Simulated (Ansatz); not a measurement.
# BFH4O2Si: basis-set convergence

One table from this session's results is given with a row withheld; the runs are named, their logs left out.

Computed with Ansatz 0.2.0, Gaussian basis. Level: one geometry, several basis sets.

The runs, in order: PBE0-D4/def2-SVP; ωB97M-V/def2-SVP; PBE0-D4/def2-QZVPP; ωB97M-V/def2-QZVPP; the functionals' def2-TZVPP values are taken from earlier runs.

**The relaxed structure**

The geometry comes from an earlier relaxation with PBE0-D4 in a triple-zeta def2 set; it is a stationary point, not always the lowest conformer.

SMILES `OB(F)O[SiH3]`, 9 atoms, charge 0, spin multiplicity 1.

Atoms are counted from 1 here; the program's logs count them from 0.

Bond lengths: O1–B2 1.359 Å, O1–H6 0.960 Å, B2–F3 1.334 Å, B2–O4 1.347 Å, O4–Si5 1.655 Å, Si5–H7 1.481 Å, Si5–H8 1.484 Å, Si5–H9 1.484 Å. Angles: B2–O1–H6 113.4°, O1–B2–F3 120.0°, O1–B2–O4 121.1°, F3–B2–O4 118.9°, B2–O4–Si5 131.9°, O4–Si5–H7 106.4°, O4–Si5–H8 110.2°, O4–Si5–H9 110.2°, H7–Si5–H8 110.1°, H7–Si5–H9 110.1°, H8–Si5–H9 109.9°.

Set-up of the first run:

in.yaml reads:

```yaml
crystal:
  periodic: [false, false, false]
  atoms:
    - {symbol: O, position_ang: [-1.614072, 0.556709, 0.393992]}
    - {symbol: B, position_ang: [-0.395361, 1.157069, 0.352651]}
    - {symbol: F, position_ang: [-0.277309, 2.450762, 0.657937]}
    - {symbol: O, position_ang: [0.708856, 0.466883, 0.006193]}
    - {symbol: Si, position_ang: [0.934175, -1.114948, -0.425029]}
    - {symbol: H, position_ang: [-2.322464, 1.149876, 0.654107]}
    - {symbol: H, position_ang: [2.381918, -1.273948, -0.690898]}
    - {symbol: H, position_ang: [0.154531, -1.427648, -1.647841]}
    - {symbol: H, position_ang: [0.518227, -2.010957, 0.681790]}
basis:
  gaussian: {orbitals: def2-SVP}
hamiltonian: {xc: pbe0, dispersion: d4}
output: {orbitals: {seedname: orbitals}}
```

Steps of the session up to this table: PBE0-D4 in def2-SVP; ωB97M-V in def2-SVP; PBE0-D4 in def2-QZVPP; ωB97M-V in def2-QZVPP.

One table of the session follows, with a row left open; its other results are not shown here.

It belongs to the step «Functionals by basis». 

| functional | basis | HOMO (eV) | LUMO (eV) |
| --- | --- | --- | --- |
| PBE0-D4 | def2-SVP | -9.11 | 0.67 |
| PBE0-D4 | def2-TZVPP | ? | ? |
| PBE0-D4 | def2-QZVPP | -9.26 | -0.14 |
| ωB97M-V | def2-SVP | -11.38 | 2.53 |
| ωB97M-V | def2-TZVPP | -11.54 | 1.53 |
| ωB97M-V | def2-QZVPP | -11.56 | 1.18 |

**Question.** Estimate the row for PBE0-D4, def2-TZVPP.

The run gave: HOMO (eV): -9.24; LUMO (eV): 0.02. In the column «HOMO (eV)» it lies between PBE0-D4, def2-QZVPP (-9.26) and PBE0-D4, def2-SVP (-9.11).
